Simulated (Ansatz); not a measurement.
**Sb2Pt (Geversite): properties at the relaxed cell**

The task here is to estimate one member of a computed series from the others.

Computed with Ansatz 0.2.0 (DFT PBE and PBEsol (the runs whose input is shown use PBEsol), scalar-relativistic, plane waves, PAW).

### The structure to begin with

It takes space group Pa-3 (No. 205, cubic). Conventional cell: a = 6.554 Å, b = 6.554 Å, c = 6.554 Å, α = 90.00°, β = 90.00°, γ = 90.00°. Sb (site symmetry 3) is surrounded by 3 Pt at 2.72 Å and 1 Sb at 2.84 Å. Around Pt (site symmetry -3) lie 6 Sb at 2.72 Å.

Coordinates:

```
Sb Pt
1.0
     6.55355    0.00000    0.00000
     0.00000    6.55355    0.00000
     0.00000    0.00000    6.55355
Sb Pt
8 4
Direct
  0.37497 0.37497 0.37497
  0.12503 0.62503 0.87497
  0.87497 0.12503 0.62503
  0.62503 0.87497 0.12503
  0.62503 0.62503 0.62503
  0.87497 0.37497 0.12503
  0.12503 0.87497 0.37497
  0.37497 0.12503 0.87497
  0.00000 0.00000 0.00000
  0.50000 0.00000 0.50000
  0.50000 0.50000 0.00000
  0.00000 0.50000 0.50000
```

This cell was relaxed beforehand with the same method: volume 23.46 Å³/atom, gap on the mesh none (metal).

Set-up of the first run:

input.yaml

```yaml
crystal:
  lattice:
    - [6.5535521893, 0.0, 0.0]
    - [0.0, 6.5535521893, 0.0]
    - [0.0, 0.0, 6.5535521893]
  atoms:
    - { symbol: Sb, position: [0.3749685917, 0.3749685917, 0.3749685917] }
    - { symbol: Sb, position: [0.1250314083, 0.6250314083, 0.8749685917] }
    - { symbol: Sb, position: [0.8749685917, 0.1250314083, 0.6250314083] }
    - { symbol: Sb, position: [0.6250314083, 0.8749685917, 0.1250314083] }
    - { symbol: Sb, position: [0.6250314083, 0.6250314083, 0.6250314083] }
    - { symbol: Sb, position: [0.8749685917, 0.3749685917, 0.1250314083] }
    - { symbol: Sb, position: [0.1250314083, 0.8749685917, 0.3749685917] }
    - { symbol: Sb, position: [0.3749685917, 0.1250314083, 0.8749685917] }
    - { symbol: Pt, position: [0.0, 0.0, 0.0] }
    - { symbol: Pt, position: [0.5, 0.0, 0.5] }
    - { symbol: Pt, position: [0.5, 0.5, 0.0] }
    - { symbol: Pt, position: [0.0, 0.5, 0.5] }
basis:
  ecutwfc: 420
kpoints:
  mp_grid: { grid: [6, 6, 6] }
hamiltonian:
  xc: pbesol
scf:
  occupations: { method: gaussian, width: 0.1 }
output:
  forces: true
  stress: true
  eigenvalues: true
relax:
  adjacent_minimum: "off"
  f_tol: 0.005
  max_steps: 50
  cell: { stress_tol: 0.05 }
```

Launch:

```console
$ ansatz run input.yaml --threads 4 --pin off --max-ram 10240MiB --backend cpu --events-out ev --progress --plain --runs-dir out
```

Steps of the session up to this table: Relaxing with PBEsol; The cell under PBE+D3(BJ); Relaxing with LDA; Relaxing with r2SCAN.

One table of the session follows, with a row left open; its other results are not shown here.

It belongs to the step «One structure, several functionals». 

```
functional  a (Å)  b (Å)  c (Å)  volume (Å³/atom)
       PBE  6.554  6.554  6.554             23.46
    PBEsol  6.463  6.463  6.463             22.50
PBE+D3(BJ)  6.473  6.473  6.473             22.60
       LDA  6.422  6.422  6.422             22.07
    r2SCAN      ?      ?      ?                 ?
```

Q: Estimate the row for r2SCAN from the others.

The run gave: a (Å): 6.505; b (Å): 6.505; c (Å): 6.505; volume (Å³/atom): 22.93. In the column «a (Å)» it lies between PBE+D3(BJ) (6.473) and PBE (6.554).
